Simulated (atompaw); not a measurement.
# A PAW (atompaw) potential for Si, from input to tests

Aim: build the potential from the settings below, then test how well it stands in for the atom: scattering, ghost states and the plane-wave cutoff that it needs.

The numbers are computed with atompaw 4.2.0.5 (LDA (PW92), scalar-relativistic, spin-unpolarised reference atom).

## Step 1: The design

The settings as typed:

```
element                 : silicon (Si, Z = 14)
type                    : PAW
frozen core             : [Ne]
valence charge          : 4
reference configuration : 3s2 3p2
partial waves           : 3s (bound): rc 1.45 bohr; 3s channel at 0.4 Ry: rc 2.35 bohr; 3p (bound): rc 2.20 bohr; 3p channel at 1.75 Ry: rc 2.35 bohr; 3d channel at 0.1 Ry: rc 2.35 bohr
local potential         : ultrasoft scheme with l = 3 at -0.5 Ry, radius 1.90 bohr
core correction         : smooth core density matched at 2.25 bohr
augmentation charge     : besselshape compensation charge, radius 1.90 bohr; PAW radius 2.35 bohr; waves and projectors: custom rrkj gramschmidtortho
```

The outer shells as boxes (Hund's rule for the drawing; the calculation is spin-unpolarised):

```
[Ne] core
3s [↑↓]
3p [↑ ][↑ ][  ]
```

The nodes and maxima of the atom's own shells, from an earlier all-electron run, set the scale for the radii.

All-electron outer shells of the reference configuration (LDA (PW92), scalar-relativistic, ld1.x):

```tsv
shell	level (eV)	outermost node (bohr)	outermost maximum (bohr)
2s	-138.74	0.15	0.45
2p	-95.61	–	0.39
3s	-10.88	0.72	1.77
3p	-4.16	0.72	2.14
```

## Step 2: Generation

The input, Si.input:

```
Si 14
LDA-PW scalarrelativistic loggrid 1500 logderivrange -3 5 201
3 3 0 0 0 0
3 1 2
0 0 0
c
c
v
c
v
2
2.35 1.90 1.90 2.25
y
0.4
n
y
1.75
n
y
0.1
n
custom rrkj gramschmidtortho besselshape
3 -0.5 ultrasoft
1.45
2.35
2.20
2.35
2.35
PWSCFOUT
UPFDX 0.0125d0 UPFXMIN -7.d0 UPFZMESH 14.d0
END
```

On the command line:

```bash
$ atompaw < Si.input > Si.log
```

Before running it: what results should come out? Wanted: cutoffs for 10 and 1 mRy, occupied levels; bound ghosts; largest phase difference near zero energy, channels read; lowest eigenvalue of the overlap; share of valence orbitals outside the PAW sphere; UPF file.

**Answer**, as computed:

| quantity | value |
| --- | --- |
| cutoffs for 10 and 1 mRy, occupied levels | 15 Ry and 21 Ry |
| bound ghosts | none found |
| largest phase difference near zero energy, channels read | 0.015 rad |
| lowest eigenvalue of the overlap (Bessel basis) | 0.024 (s) |
| share of valence orbitals outside the PAW sphere | 3s 35 %, 3p 58 % |
| UPF file | not written |

**Reading.** It counts as soft on the atom at that tolerance, with 15 Ry needed at the looser tolerance. The slowest occupied level is 3s: taken alone it needs 18 Ry to come within 1 mRy, against 12 Ry for 3p. The Bessel-basis test finds no level below the valence levels. Near zero energy the phases of the channels with partial waves agree within 0.015 rad. The pseudo core plus compensation charge is negative at some radii, so no UPF file was written.
